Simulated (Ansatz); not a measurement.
Geometry optimisation, DFT PBE-D3(BJ), scalar-relativistic, plane waves, PAW (Ansatz 0.2.0).

Input file:

```yaml
crystal:
  lattice:
    - [9.552669, 0.0, 0.0]
    - [-4.776334, 8.272854, 0.0]
    - [0.0, 0.0, 12.978282]
  atoms:
    - { symbol: W, position: [0.11111109, 0.22222222, 0.25000001] }
    - { symbol: W, position: [0.22222221, 0.11111111, 0.75000002] }
    - { symbol: S, position: [0.11111109, 0.22222222, 0.62980496] }
    - { symbol: S, position: [0.22222221, 0.11111111, 0.37019507] }
    - { symbol: S, position: [0.11111109, 0.22222222, 0.87019508] }
    - { symbol: W, position: [0.11111108, 0.55555554, 0.25000001] }
    - { symbol: W, position: [0.22222219, 0.44444443, 0.75000002] }
    - { symbol: S, position: [0.11111108, 0.55555554, 0.62980496] }
    - { symbol: S, position: [0.22222219, 0.44444443, 0.12980494] }
    - { symbol: S, position: [0.11111108, 0.55555554, 0.87019508] }
    - { symbol: S, position: [0.22222219, 0.44444443, 0.37019507] }
    - { symbol: W, position: [0.11111106, 0.88888886, 0.25000001] }
    - { symbol: W, position: [0.22222218, 0.77777775, 0.75000002] }
    - { symbol: S, position: [0.11111106, 0.88888886, 0.62980496] }
    - { symbol: S, position: [0.22222218, 0.77777775, 0.12980494] }
    - { symbol: S, position: [0.11111106, 0.88888886, 0.87019508] }
    - { symbol: S, position: [0.22222218, 0.77777775, 0.37019507] }
    - { symbol: W, position: [0.44444442, 0.22222222, 0.25000001] }
    - { symbol: W, position: [0.55555553, 0.11111111, 0.75000002] }
    - { symbol: S, position: [0.44444442, 0.22222222, 0.62980496] }
    - { symbol: S, position: [0.55555553, 0.11111111, 0.12980494] }
    - { symbol: S, position: [0.44444442, 0.22222222, 0.87019508] }
    - { symbol: S, position: [0.55555553, 0.11111111, 0.37019507] }
    - { symbol: W, position: [0.4444444, 0.55555554, 0.25000001] }
    - { symbol: W, position: [0.55555552, 0.44444443, 0.75000002] }
    - { symbol: S, position: [0.4444444, 0.55555554, 0.62980496] }
    - { symbol: S, position: [0.55555552, 0.44444443, 0.12980494] }
    - { symbol: S, position: [0.4444444, 0.55555554, 0.87019508] }
    - { symbol: S, position: [0.55555552, 0.44444443, 0.37019507] }
    - { symbol: W, position: [0.44444438, 0.88888886, 0.25000001] }
    - { symbol: W, position: [0.5555555, 0.77777775, 0.75000002] }
    - { symbol: S, position: [0.44444438, 0.88888886, 0.62980496] }
    - { symbol: S, position: [0.5555555, 0.77777775, 0.12980494] }
    - { symbol: S, position: [0.44444438, 0.88888886, 0.87019508] }
    - { symbol: S, position: [0.5555555, 0.77777775, 0.37019507] }
    - { symbol: W, position: [0.77777774, 0.22222222, 0.25000001] }
    - { symbol: W, position: [0.88888885, 0.11111111, 0.75000002] }
    - { symbol: S, position: [0.77777774, 0.22222222, 0.62980496] }
    - { symbol: S, position: [0.88888885, 0.11111111, 0.12980494] }
    - { symbol: S, position: [0.77777774, 0.22222222, 0.87019508] }
    - { symbol: S, position: [0.88888885, 0.11111111, 0.37019507] }
    - { symbol: W, position: [0.77777772, 0.55555554, 0.25000001] }
    - { symbol: W, position: [0.88888884, 0.44444443, 0.75000002] }
    - { symbol: S, position: [0.77777772, 0.55555554, 0.62980496] }
    - { symbol: S, position: [0.88888884, 0.44444443, 0.12980494] }
    - { symbol: S, position: [0.77777772, 0.55555554, 0.87019508] }
    - { symbol: S, position: [0.88888884, 0.44444443, 0.37019507] }
    - { symbol: W, position: [0.77777771, 0.88888886, 0.25000001] }
    - { symbol: W, position: [0.88888882, 0.77777775, 0.75000002] }
    - { symbol: S, position: [0.77777771, 0.88888886, 0.62980496] }
    - { symbol: S, position: [0.88888882, 0.77777775, 0.12980494] }
    - { symbol: S, position: [0.77777771, 0.88888886, 0.87019508] }
    - { symbol: S, position: [0.88888882, 0.77777775, 0.37019507] }
basis:
  ecutwfc: 420.0
kpoints:
  mp_grid: { grid: [2, 2, 1] }
hamiltonian:
  xc: pbe
  dispersion: d3bj
  pseudopotentials: { kind: paw, azcp: { folder: soft_1 } }
scf:
  occupations: { method: gaussian, width: 0.05 }
  lower_state_search: "off"
relax:
  f_tol: 0.03
  max_steps: 60
  adjacent_minimum: "off"
```

Run as:

```bash
$ ansatz run input.yaml --threads 8 --pin off --max-ram 20480MiB --backend cpu --events-out ev --progress --plain --runs-dir out
```

Where does it end, and by what steps?

The forces met the threshold. After 4 steps the energy has fallen by 0.215 eV; S4 moved furthest, 0.09 Å.

```csv
step,energy less start (eV),largest force component (eV/Å),accepted
0,0.0000,0.753,yes
1,0.1230,1.281,no
2,-0.2108,0.125,yes
3,-0.2143,0.042,yes
4,-0.2147,0.006,yes
```

```xyz
53
Lattice="9.5527 0.0000 0.0000 -4.7763 8.2729 0.0000 0.0000 0.0000 12.9783" Properties=species:S:1:pos:R:3
W 0.056 1.806 3.287
W 1.592 0.919 9.720
S -0.001 1.839 8.152
S 1.592 0.919 4.890
S 0.002 1.837 11.291
W -1.594 4.595 3.227
W 0.000 3.677 9.723
S -1.592 4.596 8.154
S 0.036 3.621 1.690
S -1.591 4.597 11.293
S -0.017 3.659 4.820
W -3.184 7.418 3.287
W -1.592 6.435 9.723
S -3.184 7.353 8.152
S -1.622 6.494 1.690
S -3.184 7.356 11.291
S -1.616 6.429 4.820
W 3.128 1.806 3.287
W 4.776 0.919 9.723
S 3.185 1.839 8.152
S 4.710 0.916 1.690
S 3.182 1.837 11.291
S 4.769 0.943 4.820
W 1.592 4.572 3.258
W 3.184 3.677 9.723
S 1.592 4.597 8.153
S 3.148 3.621 1.690
S 1.592 4.596 11.293
S 3.201 3.659 4.820
W -0.021 7.366 3.258
W 1.592 6.434 9.724
S 0.001 7.353 8.153
S 1.592 6.434 1.700
S 0.000 7.354 11.293
S 1.592 6.434 4.814
W 6.368 1.840 3.227
W 7.961 0.919 9.723
S 6.368 1.839 8.154
S 8.027 0.916 1.690
S 6.368 1.837 11.293
S 7.968 0.943 4.820
W 4.778 4.595 3.227
W 6.368 3.677 9.724
S 4.777 4.596 8.154
S 6.368 3.677 1.653
S 4.775 4.597 11.293
S 6.368 3.677 4.785
W 3.205 7.366 3.258
W 4.776 6.435 9.723
S 3.184 7.353 8.153
S 4.807 6.494 1.690
S 3.184 7.354 11.293
S 4.800 6.429 4.820
```

Whether the end is a true minimum wasn't checked by a vibrational analysis.

The run took 56 s on 8 threads of Arm Neoverse N1 (shared host), peak memory 2.7 GiB.
